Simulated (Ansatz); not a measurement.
# C₂H₇AlSn, SMILES C=[C]([AlH2])[SnH3]: a single point in a Gaussian basis

Program: Ansatz 0.2.0 through its Python package.

Typed at the interpreter:
```pycon
>>> from pathlib import Path
>>> import warnings
>>> import ansatz as az
>>> from ase import Atoms
>>> import numpy as np
>>> import pandas as pd
>>> warnings.simplefilter("ignore", az.DeckWarning)
>>> atoms = Atoms(["C", "C", "Al", "Sn", "H", "H", "H", "H", "H", "H", "H"], positions=[
...     (0.3747, 1.5898, 0.3319),
...     (0.1987, 0.3129, 0.1667),
...     (1.211, -0.9416, 1.2603),
...     (-1.1235, -0.4616, -1.2215),
...     (1.0245, 2.0434, 1.024),
...     (-0.2707, 2.3293, -0.2815),
...     (2.3086, -0.3845, 2.3563),
...     (1.0837, -2.4993, 1.0802),
...     (-0.6286, -2.0116, -1.7443),
...     (-2.7449, -0.6628, -0.4033),
...     (-1.3681, 0.6291, -2.5483),
... ])
>>> geometry = az.Crystal.molecule_from_ase(atoms)
>>> model = (
...     geometry.calculation()
...     .basis(gaussian="def2-SVP")
...     .functional("r2scan")
...     .forces()
...     .orbitals()
... )
>>> print(model.to_yaml())
crystal:
  periodic: [false, false, false]
  atoms:
    - { symbol: C, position_ang: [0.3747, 1.5898, 0.3319] }
    - { symbol: C, position_ang: [0.1987, 0.3129, 0.1667] }
    - { symbol: Al, position_ang: [1.211, -0.9416, 1.2603] }
    - { symbol: Sn, position_ang: [-1.1235, -0.4616, -1.2215] }
    - { symbol: H, position_ang: [1.0245, 2.0434, 1.024] }
    - { symbol: H, position_ang: [-0.2707, 2.3293, -0.2815] }
    - { symbol: H, position_ang: [2.3086, -0.3845, 2.3563] }
    - { symbol: H, position_ang: [1.0837, -2.4993, 1.0802] }
    - { symbol: H, position_ang: [-0.6286, -2.0116, -1.7443] }
    - { symbol: H, position_ang: [-2.7449, -0.6628, -0.4033] }
    - { symbol: H, position_ang: [-1.3681, 0.6291, -2.5483] }
basis:
  gaussian:
    orbitals: def2-SVP
hamiltonian:
  xc: r2scan
output:
  orbitals: {}
  forces: true
>>> out = model.run(runs_dir="c2h7alsn_runs")

>>> data = out.report
>>> {key: value for key, value in data.items() if isinstance(value, (int, float)) and "ev" in key}
{'free_energy_ev': -14610.191897038703, 'reference_energy_ev': -14610.191897038703}
>>> data["n_occupied"], data["n_virtual"]
([27, 27], [80, 80])
>>> print(f"E = {data['free_energy_ev']:.6f} eV = {data['free_energy_ev'] / 27.211386246:.7f} Ha")
E = -14610.191897 eV = -536.9146491 Ha
>>> print("converged:", data["converged"], " doubts:", data["published_state_doubts"] or "none")
converged: True  doubts: none
>>> state = data["mean_field"]["state"]
>>> print(f"mean field: {state['energy']['hartree']:.7f} Ha, <S^2> = {abs(state['spin_squared']):.4f}, stability: {state.get('stability', {}).get('kind')}")
mean field: -536.9146491 Ha, <S^2> = 0.0000, stability: minimum
>>> symbols = [site.symbol for site in geometry.cartesian_sites]
>>> forces = np.array(data["forces_ev_ang"])
>>> print("largest force", round(float(np.linalg.norm(forces, axis=1).max()), 4), "eV/A, rms", round(float(np.sqrt((forces ** 2).mean())), 4))
largest force 4.4036 eV/A, rms 1.1437
>>> charges = data["charge_distribution"]
>>> table = pd.DataFrame({"atom": symbols, "mulliken": charges["mulliken_charges_e"], "lowdin": charges["lowdin_charges_e"]})
>>> table.round(3)
   atom  mulliken  lowdin
0     C     0.020   0.060
1     C    -0.514  -0.269
2    Al     0.614   0.359
3    Sn     0.409   0.295
4     H     0.042  -0.002
5     H     0.050   0.027
6     H    -0.175  -0.130
7     H    -0.174  -0.121
8     H    -0.083  -0.067
9     H    -0.101  -0.078
10    H    -0.088  -0.075
>>> print("dipole (e A):", np.round(charges["dipole_moment_e_ang"], 4) + 0.0)
dipole (e A): [ 0.061   0.1892 -0.0056]
>>> lines = Path(data["orbitals_path"]).read_text().splitlines()
>>> field_of = lambda key: [line.split("=")[1].strip() for line in lines if line.startswith(key)]
>>> orbitals = [(27.211386 * float(e), s, float(n)) for e, s, n in zip(field_of("Ene="), field_of("Spin="), field_of("Occup="))]
>>> homo = max(e for e, _, n in orbitals if n > 0.5)
>>> lumo = min(e for e, _, n in orbitals if n < 0.5)
>>> for e, spin, n in sorted(orbitals):
...     if homo - 10 < e < lumo + 5:
...         print(f"{spin:6s} {e:10.3f} eV  occupation {n:.0f}")
...
Alpha     -14.597 eV  occupation 2
Alpha     -12.701 eV  occupation 2
Alpha     -11.740 eV  occupation 2
Alpha     -10.178 eV  occupation 2
Alpha      -9.007 eV  occupation 2
Alpha      -8.344 eV  occupation 2
Alpha      -8.107 eV  occupation 2
Alpha      -7.393 eV  occupation 2
Alpha      -7.280 eV  occupation 2
Alpha      -6.386 eV  occupation 2
Alpha      -2.468 eV  occupation 0
Alpha      -0.672 eV  occupation 0
Alpha       0.116 eV  occupation 0
Alpha       0.267 eV  occupation 0
Alpha       0.846 eV  occupation 0
Alpha       0.984 eV  occupation 0
Alpha       1.136 eV  occupation 0
Alpha       1.760 eV  occupation 0
```

Caveats:
- These settings explore the input space; basis and method may be short of convergence.
- The geometry is a force-field or estimated start, not a minimum of this method, and the basis set is short of its limit.
- def2 sets replace the cores of elements past krypton by effective core potentials.
- The Löwdin charges here are taken after orthogonalising the functions within each atom; they differ from plain Löwdin charges, and their signs can be unphysical.
- Alpha marks a spatial orbital of a restricted run, filled by both spins.
- Levels such as HOMO and LUMO are orbital energies: with these approximate functionals they aren't the ionisation energy and electron affinity, and their gap isn't the fundamental gap.
- Run time: 3.8 s on 1 thread of Intel(R) Xeon(R) 6975P-C (Granite Rapids) (shared host), peak memory 0.28 GiB.

(Lines on the test bed's own set-up are left out of the output.)
